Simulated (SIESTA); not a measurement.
## Ba2Tl5V3O12 in SIESTA: the effect of functional

The system is Ba2Tl5V3O12.

```
CELL_PARAMETERS angstrom
8.15421 0.00000 0.00000
-4.07711 7.06176 0.00000
0.00000 0.00000 6.92128
ATOMIC_POSITIONS crystal
Ba 0.00000 0.00000 0.23552
Ba 0.00000 0.00000 0.76448
V 0.50000 0.00000 0.00000
V 0.00000 0.50000 0.00000
V 0.50000 0.50000 0.00000
Tl 0.50000 0.00000 0.50000
Tl 0.00000 0.50000 0.50000
Tl 0.50000 0.50000 0.50000
Tl 0.33333 0.66667 0.22489
Tl 0.66667 0.33333 0.77511
O 0.33890 0.34334 0.81444
O 0.65666 0.99556 0.81444
O 0.00444 0.66110 0.81444
O 0.34334 0.33890 0.18556
O 0.99556 0.65666 0.18556
O 0.66110 0.00444 0.18556
O 0.66110 0.65666 0.18556
O 0.34334 0.00444 0.18556
O 0.99556 0.33890 0.18556
O 0.65666 0.66110 0.81444
O 0.00444 0.34334 0.81444
O 0.33890 0.99556 0.81444
```

The cell was built by a generator and needn't be a form met in nature.

Alike in all runs:

* Program: SIESTA 5.4.2
* Task: band structure
* Basis: DZP (energy shift 0.003 Ry; two zetas on semicore shells; d shell added on Ba)
* Grid cutoff: 800 Ry
* Energy shift: 0.003 Ry
* k mesh: 4 × 4 × 4
* Occupations: fermi-dirac, width 0.05 eV
* Spin: collinear spin, ferromagnetic start
* Starting moments: [0.0, 0.0, 2.0, 2.0, 2.0, 0.0, 0.0, 0.0, 0.0, 0.0, 0.0, 0.0, 0.0, 0.0, 0.0, 0.0, 0.0, 0.0, 0.0, 0.0, 0.0, 0.0] μB

| functional | potentials or basis | pressure (GPa) | largest force (eV/Å) |
| --- | --- | --- | --- |
| LDA | PseudoDojo 0.4 standard (LDA files) | -5.4 | 0.25 |
| PBEsol | PseudoDojo 0.4 standard (PBEsol files) | -2.3 | 0.07 |
| PBE | PseudoDojo 0.4 standard (PBE files) | 1.6 | 0.22 |
| RPBE | PseudoDojo 0.4 standard (PBE files) | 4.3 | 0.32 |
| BLYP | PseudoDojo 0.4 standard (PBE files) | 5.6 | 0.46 |
| AM05 | PseudoDojo 0.4 standard (PBEsol files) | ? | ? |

**Question.** What does the run with functional AM05 give?

**Answer.** Pressure -1.6 GPa; largest force 0.10 eV/Å.

Caveats: this set's barium file shifts pressures by up to 1 GPa against other sets; the basis of atomic orbitals isn't converged, which shifts pressures, moduli and gaps; the potentials were made for another functional, which shifts forces and pressure (some runs).
